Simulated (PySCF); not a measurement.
# A gas-phase reaction: BH3O2S + BrH → BBrH2O2 + H2S

Wanted: the reaction energy for `OB(O)S` + `Br` → `OB(O)Br` + `S`.

Computed with PySCF 2.14.0; each step states its level. No surroundings beyond the atoms listed, unless a continuum is named. Atoms count from 0, parts from 1.

## Step 1: The system as given

Each species was relaxed by itself at PBE0-D3(BJ)/def2-SVPD.

## Step 2: Reaction energy: wB97M-D3(BJ)/def2-TZVPD

What the job is given:

```
{"job": {"kind": "react", "xc": "wB97M-D3(BJ)", "basis": "def2-TZVPD"}, "charge": 0, "multiplicity": 1}
-1 BH3O2S charge 0 multiplicity 1
O      1.498720    -0.713680     0.153970
B      0.262950    -0.164100     0.055970
O      0.127390     1.086220    -0.471290
S     -1.114980    -1.209810     0.665850
H      2.189120    -0.131990    -0.177970
H     -0.765590     1.429950    -0.517850
H     -2.114050    -0.341060     0.403900

-1 BrH charge 0 multiplicity 1
Br     0.714940     0.012940    -0.003180
H     -0.708620    -0.009530     0.002760

+1 BBrH2O2 charge 0 multiplicity 1
O      0.044800    -1.111640    -0.379950
B      0.049280     0.095420     0.233830
O     -0.133940     1.235900    -0.458200
Br     0.321680     0.228720     2.147660
H      0.184500    -1.858380     0.207390
H     -0.261380     1.083540    -1.400460

+1 H2S charge 0 multiplicity 1
S     -0.011050     0.615410    -0.005720
H     -0.979400    -0.325160     0.001940
H      0.970330    -0.311510     0.005910
```

Method: wB97M-D3(BJ)/def2-TZVPD reaction energy of separated species, gas phase.

On the command line:

```console
> OMP_NUM_THREADS=1 python cluster_run.py task.json out
```

This one command runs all jobs of the session in turn.

Standard output:

```text
species 1 (BH3O2S)
coarse grid: 29272 points
cycle   1  E = -575.4735730865  dE =  5.553e-01  |g| = 8.309e-01  |ddm| = 2.003e+00
cycle   2  E = -575.4866159481  dE = -1.304e-02  |g| = 8.771e-01  |ddm| = 1.239e+00
cycle   3  E = -575.6097306969  dE = -1.231e-01  |g| = 5.039e-02  |ddm| = 5.934e-01
cycle   4  E = -575.6104101014  dE = -6.794e-04  |g| = 2.095e-02  |ddm| = 8.565e-02
cycle   5  E = -575.6105307457  dE = -1.206e-04  |g| = 5.293e-03  |ddm| = 2.969e-02
cycle   6  E = -575.6105388306  dE = -8.085e-06  |g| = 1.264e-03  |ddm| = 8.677e-03
final grid: 61488 points
cycle   7  E = -575.6105330686  dE = -4.474e-07  |g| = 1.164e-03  |ddm| = 4.670e-03
cycle   8  E = -575.6105330612  dE =  7.376e-09  |g| = 1.317e-03  |ddm| = 1.509e-03
cycle   9  E = -575.6105333415  dE = -2.803e-07  |g| = 8.284e-05  |ddm| = 6.882e-04
cycle  10  E = -575.6105333453  dE = -3.821e-09  |g| = 4.168e-05  |ddm| = 1.826e-04
cycle  11  E = -575.6105333462  dE = -8.539e-10  |g| = 6.968e-06  |ddm| = 9.449e-05
converged SCF energy = -575.6105333462

species 2 (BrH)
coarse grid: 9808 points
cycle   1  E = -2574.7444817440  dE = -1.115e+00  |g| = 2.814e-01  |ddm| = 9.887e-01
cycle   2  E = -2574.7574488345  dE = -1.297e-02  |g| = 1.487e-01  |ddm| = 2.655e-01
cycle   3  E = -2574.7608846416  dE = -3.436e-03  |g| = 8.657e-03  |ddm| = 8.708e-02
cycle   4  E = -2574.7609220067  dE = -3.737e-05  |g| = 2.523e-03  |ddm| = 1.268e-02
cycle   5  E = -2574.7609264371  dE = -4.430e-06  |g| = 6.497e-04  |ddm| = 4.934e-03
final grid: 18448 points
cycle   6  E = -2574.7609110747  dE = -1.922e-07  |g| = 3.885e-04  |ddm| = 9.244e-04
cycle   7  E = -2574.7609111023  dE = -2.762e-08  |g| = 2.731e-04  |ddm| = 3.938e-04
cycle   8  E = -2574.7609111094  dE = -7.084e-09  |g| = 3.378e-05  |ddm| = 1.360e-04
cycle   9  E = -2574.7609111104  dE = -1.020e-09  |g| = 1.120e-05  |ddm| = 6.290e-05
cycle  10  E = -2574.7609111105  dE = -6.867e-11  |g| = 1.704e-06  |ddm| = 1.293e-05
converged SCF energy = -2574.7609111105

species 3 (BBrH2O2)
coarse grid: 27816 points
cycle   1  E = -2750.7998814719  dE = -4.474e-01  |g| = 8.435e-01  |ddm| = 2.023e+00
cycle   2  E = -2750.8112780787  dE = -1.140e-02  |g| = 8.714e-01  |ddm| = 1.136e+00
cycle   3  E = -2750.9299916898  dE = -1.187e-01  |g| = 5.169e-02  |ddm| = 5.308e-01
cycle   4  E = -2750.9305924977  dE = -6.008e-04  |g| = 1.628e-02  |ddm| = 6.030e-02
cycle   5  E = -2750.9306681005  dE = -7.560e-05  |g| = 5.723e-03  |ddm| = 2.356e-02
cycle   6  E = -2750.9306773867  dE = -9.286e-06  |g| = 1.417e-03  |ddm| = 6.493e-03
final grid: 57448 points
cycle   7  E = -2750.9306351208  dE = -4.641e-07  |g| = 1.147e-03  |ddm| = 3.390e-03
cycle   8  E = -2750.9306351777  dE = -5.693e-08  |g| = 1.112e-03  |ddm| = 1.556e-03
cycle   9  E = -2750.9306353675  dE = -1.897e-07  |g| = 1.182e-04  |ddm| = 6.873e-04
cycle  10  E = -2750.9306353715  dE = -4.043e-09  |g| = 5.425e-05  |ddm| = 1.313e-04
cycle  11  E = -2750.9306353728  dE = -1.276e-09  |g| = 8.539e-06  |ddm| = 1.045e-04
cycle  12  E = -2750.9306353728  dE = -1.319e-11  |g| = 2.314e-06  |ddm| = 1.022e-05
converged SCF energy = -2750.9306353728

species 4 (H2S)
coarse grid: 11264 points
cycle   1  E = -399.4336013857  dE = -1.424e-01  |g| = 1.945e-01  |ddm| = 1.016e+00
cycle   2  E = -399.4459454217  dE = -1.234e-02  |g| = 1.106e-01  |ddm| = 2.399e-01
cycle   3  E = -399.4491447319  dE = -3.199e-03  |g| = 1.578e-02  |ddm| = 9.278e-02
cycle   4  E = -399.4492190733  dE = -7.434e-05  |g| = 4.851e-03  |ddm| = 1.790e-02
cycle   5  E = -399.4492313104  dE = -1.224e-05  |g| = 9.336e-04  |ddm| = 7.536e-03
cycle   6  E = -399.4492320415  dE = -7.312e-07  |g| = 1.776e-04  |ddm| = 2.124e-03
final grid: 22496 points
cycle   7  E = -399.4492196978  dE = -2.325e-08  |g| = 1.134e-04  |ddm| = 6.083e-04
cycle   8  E = -399.4492197007  dE = -2.978e-09  |g| = 6.804e-05  |ddm| = 1.502e-04
cycle   9  E = -399.4492197015  dE = -7.668e-10  |g| = 8.740e-06  |ddm| = 5.992e-05
converged SCF energy = -399.4492197015

Reaction energy = -5.001 kcal/mol
```

Wall time 24 s (1 thread of Arm Neoverse V2, shared host); peak memory 0.65 GiB.

Species by species (with the dispersion term, which the log's SCF energies lack):

```csv
ν,species,energy (Eh),HOMO (eV)
-1,OB(O)S,-575.61680,-9.92
-1,Br,-2574.76148,-11.15
+1,OB(O)Br,-2750.93569,-10.79
+1,S,-399.45056,-9.89
```

## Step 3: Reaction energy: PBE0-D3(BJ)/def2-TZVPD

Same as in step 2 but for these lines:

```diff
@@ -1,2 +1,2 @@
-{"job": {"kind": "react", "xc": "wB97M-D3(BJ)", "basis": "def2-TZVPD"}, "charge": 0, "multiplicity": 1}
+{"job": {"kind": "react", "xc": "PBE0", "basis": "def2-TZVPD", "disp": "d3bj"}, "charge": 0, "multiplicity": 1}
 -1 BH3O2S charge 0 multiplicity 1
```

Method: PBE0-D3(BJ)/def2-TZVPD reaction energy of separated species, gas phase.

Standard output:

```text
species 1 (BH3O2S)
coarse grid: 6744 points
cycle   1  E = -575.0559201952  dE =  5.205e-01  |g| = 8.631e-01  |ddm| = 2.051e+00
cycle   2  E = -574.8956544348  dE =  1.603e-01  |g| = 1.285e+00  |ddm| = 1.582e+00
cycle   3  E = -575.1889412781  dE = -2.933e-01  |g| = 6.889e-02  |ddm| = 1.020e+00
cycle   4  E = -575.1898900370  dE = -9.488e-04  |g| = 3.311e-02  |ddm| = 1.020e-01
cycle   5  E = -575.1901370671  dE = -2.470e-04  |g| = 4.762e-03  |ddm| = 3.690e-02
cycle   6  E = -575.1901401375  dE = -3.070e-06  |g| = 2.549e-03  |ddm| = 5.319e-03
final grid: 61488 points
cycle   7  E = -575.1896677743  dE = -5.599e-05  |g| = 8.009e-03  |ddm| = 8.955e-02
cycle   8  E = -575.1896602184  dE =  7.556e-06  |g| = 1.005e-02  |ddm| = 1.354e-02
cycle   9  E = -575.1896772367  dE = -1.702e-05  |g| = 1.529e-03  |ddm| = 7.260e-03
cycle  10  E = -575.1896776124  dE = -3.756e-07  |g| = 2.848e-04  |ddm| = 1.182e-03
cycle  11  E = -575.1896776270  dE = -1.463e-08  |g| = 1.007e-04  |ddm| = 2.899e-04
cycle  12  E = -575.1896776288  dE = -1.785e-09  |g| = 2.491e-05  |ddm| = 7.876e-05
cycle  13  E = -575.1896776289  dE = -1.398e-10  |g| = 6.971e-06  |ddm| = 2.826e-05
converged SCF energy = -575.1896776289

species 2 (BrH)
coarse grid: 9808 points
cycle   1  E = -2574.4494535675  dE = -1.081e+00  |g| = 2.724e-01  |ddm| = 1.042e+00
cycle   2  E = -2574.4540918286  dE = -4.638e-03  |g| = 1.699e-01  |ddm| = 2.601e-01
cycle   3  E = -2574.4588662145  dE = -4.774e-03  |g| = 3.007e-02  |ddm| = 1.194e-01
cycle   4  E = -2574.4590976996  dE = -2.315e-04  |g| = 4.156e-03  |ddm| = 2.212e-02
cycle   5  E = -2574.4591017021  dE = -4.002e-06  |g| = 1.311e-03  |ddm| = 4.270e-03
final grid: 18448 points
cycle   6  E = -2574.4591027965  dE = -7.033e-08  |g| = 1.375e-03  |ddm| = 2.024e-03
cycle   7  E = -2574.4591028108  dE = -1.435e-08  |g| = 1.399e-03  |ddm| = 1.791e-03
cycle   8  E = -2574.4591030317  dE = -2.209e-07  |g| = 5.149e-05  |ddm| = 8.398e-04
cycle   9  E = -2574.4591030324  dE = -6.767e-10  |g| = 1.026e-05  |ddm| = 4.413e-05
converged SCF energy = -2574.4591030324

species 3 (BBrH2O2)
coarse grid: 27816 points
cycle   1  E = -2750.2645019065  dE = -4.927e-01  |g| = 8.907e-01  |ddm| = 2.105e+00
cycle   2  E = -2750.1092261350  dE =  1.553e-01  |g| = 1.285e+00  |ddm| = 1.464e+00
cycle   3  E = -2750.3928198538  dE = -2.836e-01  |g| = 7.988e-02  |ddm| = 9.471e-01
cycle   4  E = -2750.3940570134  dE = -1.237e-03  |g| = 1.203e-02  |ddm| = 8.037e-02
cycle   5  E = -2750.3940849053  dE = -2.789e-05  |g| = 8.664e-03  |ddm| = 2.266e-02
cycle   6  E = -2750.3940999110  dE = -1.501e-05  |g| = 1.053e-03  |ddm| = 7.464e-03
cycle   7  E = -2750.3941001140  dE = -2.030e-07  |g| = 5.260e-04  |ddm| = 1.267e-03
final grid: 57448 points
cycle   8  E = -2750.3940755939  dE =  3.902e-08  |g| = 7.651e-04  |ddm| = 3.194e-03
cycle   9  E = -2750.3940754409  dE =  1.530e-07  |g| = 1.220e-03  |ddm| = 1.216e-03
cycle  10  E = -2750.3940756929  dE = -2.520e-07  |g| = 7.186e-05  |ddm| = 7.205e-04
cycle  11  E = -2750.3940756938  dE = -9.459e-10  |g| = 7.023e-06  |ddm| = 5.515e-05
converged SCF energy = -2750.3940756938

species 4 (H2S)
coarse grid: 2864 points
cycle   1  E = -399.2518634216  dE = -9.250e-02  |g| = 1.630e-01  |ddm| = 1.023e+00
cycle   2  E = -399.2538576941  dE = -1.994e-03  |g| = 1.600e-01  |ddm| = 2.978e-01
cycle   3  E = -399.2614718672  dE = -7.614e-03  |g| = 1.497e-02  |ddm| = 1.477e-01
cycle   4  E = -399.2614864791  dE = -1.461e-05  |g| = 1.103e-03  |ddm| = 5.881e-03
cycle   5  E = -399.2614868594  dE = -3.804e-07  |g| = 6.136e-04  |ddm| = 1.717e-03
final grid: 22496 points
cycle   6  E = -399.2625175490  dE = -7.085e-06  |g| = 4.896e-03  |ddm| = 1.692e-02
cycle   7  E = -399.2625181817  dE = -6.327e-07  |g| = 3.960e-03  |ddm| = 6.698e-03
cycle   8  E = -399.2625211139  dE = -2.932e-06  |g| = 2.911e-04  |ddm| = 3.504e-03
cycle   9  E = -399.2625211416  dE = -2.777e-08  |g| = 3.582e-05  |ddm| = 2.357e-04
cycle  10  E = -399.2625211420  dE = -3.625e-10  |g| = 6.382e-06  |ddm| = 2.919e-05
converged SCF energy = -399.2625211420

Reaction energy = -4.791 kcal/mol
```

It took 12 s on 1 thread of Arm Neoverse V2, shared host; peak memory 0.62 GiB.

Reaction energy at this level: -4.79 kcal/mol.

## Step 4: Energies of the species: MP2/def2-TZVPD

Same as in step 3 but for these lines:

```diff
@@ -1,2 +1,2 @@
-{"job": {"kind": "react", "xc": "PBE0", "basis": "def2-TZVPD", "disp": "d3bj"}, "charge": 0, "multiplicity": 1}
+{"job": {"kind": "react", "xc": "MP2", "basis": "def2-TZVPD"}, "charge": 0, "multiplicity": 1}
 -1 BH3O2S charge 0 multiplicity 1
```

Method: MP2/def2-TZVPD reaction energy of separated species, gas phase.

Standard output:

```text
species 1 (BH3O2S)
final grid: 61488 points
cycle   1  E = -573.8236393918  dE =  5.647e-01  |g| = 6.548e-01  |ddm| = 1.932e+00
cycle   2  E = -573.8990278454  dE = -7.539e-02  |g| = 3.598e-01  |ddm| = 7.465e-01
cycle   3  E = -573.9208777416  dE = -2.185e-02  |g| = 5.531e-02  |ddm| = 2.636e-01
cycle   4  E = -573.9220031500  dE = -1.125e-03  |g| = 1.432e-02  |ddm| = 8.493e-02
cycle   5  E = -573.9221033869  dE = -1.002e-04  |g| = 4.117e-03  |ddm| = 2.800e-02
cycle   6  E = -573.9221149843  dE = -1.160e-05  |g| = 1.228e-03  |ddm| = 9.888e-03
cycle   7  E = -573.9221161088  dE = -1.124e-06  |g| = 3.761e-04  |ddm| = 2.812e-03
cycle   8  E = -573.9221162050  dE = -9.616e-08  |g| = 1.309e-04  |ddm| = 7.205e-04
cycle   9  E = -573.9221162131  dE = -8.097e-09  |g| = 4.621e-05  |ddm| = 1.938e-04
cycle  10  E = -573.9221162143  dE = -1.235e-09  |g| = 1.419e-05  |ddm| = 8.562e-05
cycle  11  E = -573.9221162144  dE = -1.553e-10  |g| = 4.430e-06  |ddm| = 2.924e-05
converged SCF energy = -573.9221162144

species 2 (BrH)
final grid: 18448 points
cycle   1  E = -2572.9852622658  dE = -1.144e+00  |g| = 2.202e-01  |ddm| = 9.640e-01
cycle   2  E = -2572.9999186319  dE = -1.466e-02  |g| = 7.760e-02  |ddm| = 2.157e-01
cycle   3  E = -2573.0014424046  dE = -1.524e-03  |g| = 1.588e-02  |ddm| = 5.815e-02
cycle   4  E = -2573.0016143041  dE = -1.719e-04  |g| = 5.005e-03  |ddm| = 1.886e-02
cycle   5  E = -2573.0016334298  dE = -1.913e-05  |g| = 1.691e-03  |ddm| = 6.805e-03
cycle   6  E = -2573.0016348328  dE = -1.403e-06  |g| = 3.418e-04  |ddm| = 2.059e-03
cycle   7  E = -2573.0016349064  dE = -7.361e-08  |g| = 5.979e-05  |ddm| = 6.414e-04
cycle   8  E = -2573.0016349079  dE = -1.446e-09  |g| = 8.468e-06  |ddm| = 8.660e-05
cycle   9  E = -2573.0016349079  dE = -3.183e-11  |g| = 1.310e-06  |ddm| = 1.889e-05
converged SCF energy = -2573.0016349079

species 3 (BBrH2O2)
final grid: 57448 points
cycle   1  E = -2748.1370542221  dE = -4.413e-01  |g| = 6.485e-01  |ddm| = 1.947e+00
cycle   2  E = -2748.2049980891  dE = -6.794e-02  |g| = 3.505e-01  |ddm| = 7.416e-01
cycle   3  E = -2748.2253775562  dE = -2.038e-02  |g| = 5.040e-02  |ddm| = 2.302e-01
cycle   4  E = -2748.2261490307  dE = -7.715e-04  |g| = 1.122e-02  |ddm| = 6.767e-02
cycle   5  E = -2748.2262014109  dE = -5.238e-05  |g| = 3.448e-03  |ddm| = 2.343e-02
cycle   6  E = -2748.2262070832  dE = -5.672e-06  |g| = 1.178e-03  |ddm| = 5.758e-03
cycle   7  E = -2748.2262079476  dE = -8.643e-07  |g| = 3.688e-04  |ddm| = 2.706e-03
cycle   8  E = -2748.2262080414  dE = -9.386e-08  |g| = 1.179e-04  |ddm| = 7.935e-04
cycle   9  E = -2748.2262080487  dE = -7.241e-09  |g| = 2.746e-05  |ddm| = 2.257e-04
cycle  10  E = -2748.2262080491  dE = -4.502e-10  |g| = 9.536e-06  |ddm| = 6.512e-05
converged SCF energy = -2748.2262080491

species 4 (H2S)
final grid: 22496 points
cycle   1  E = -398.6881061680  dE = -1.695e-01  |g| = 2.014e-01  |ddm| = 9.977e-01
cycle   2  E = -398.7050962578  dE = -1.699e-02  |g| = 7.023e-02  |ddm| = 1.849e-01
cycle   3  E = -398.7068538106  dE = -1.758e-03  |g| = 2.154e-02  |ddm| = 5.634e-02
cycle   4  E = -398.7071966133  dE = -3.428e-04  |g| = 6.311e-03  |ddm| = 2.471e-02
cycle   5  E = -398.7072260270  dE = -2.941e-05  |g| = 1.395e-03  |ddm| = 9.170e-03
cycle   6  E = -398.7072275085  dE = -1.482e-06  |g| = 3.129e-04  |ddm| = 2.398e-03
cycle   7  E = -398.7072275942  dE = -8.569e-08  |g| = 5.003e-05  |ddm| = 6.832e-04
cycle   8  E = -398.7072275965  dE = -2.250e-09  |g| = 1.186e-05  |ddm| = 9.128e-05
cycle   9  E = -398.7072275966  dE = -1.257e-10  |g| = 1.950e-06  |ddm| = 2.073e-05
converged SCF energy = -398.7072275966

Reaction energy = -6.404 kcal/mol
```

Run time: 5.6 s. Hardware: 1 thread of Arm Neoverse V2, shared host; peak memory 0.51 GiB.

Reaction energy at this level: -6.40 kcal/mol.

## Step 5: Side by side

Energies in kcal/mol, with wall time:

```csv
run,reaction,time
wB97M-D3(BJ)/def2-TZVPD,-5.00,24 s
PBE0-D3(BJ)/def2-TZVPD,-4.79,12 s
MP2/def2-TZVPD,-6.40,5.6 s
```

## Step 6: Summary of results

```
                                                quantity                    value
               reaction energy (wB97M-D3(BJ)/def2-TZVPD)           -5.00 kcal/mol
                     ΔH, ΔG at 298 K (xTB thermal terms)      -4.7, -5.3 kcal/mol
range of the reaction energy over the runs of this table  -6.40 to -4.79 kcal/mol
```

**Reading.** The reaction is exothermic by 4.7 kcal/mol in the gas phase; dispersion gives +0.28, and xTB itself gave -12.68 for the electronic energy (xTB energies and thermal terms come from the earlier relaxation of each species, not shown). No barrier was sought. The reaction energy runs from -6.40 (MP2/def2-TZVPD) to -4.79 kcal/mol (PBE0-D3(BJ)/def2-TZVPD).
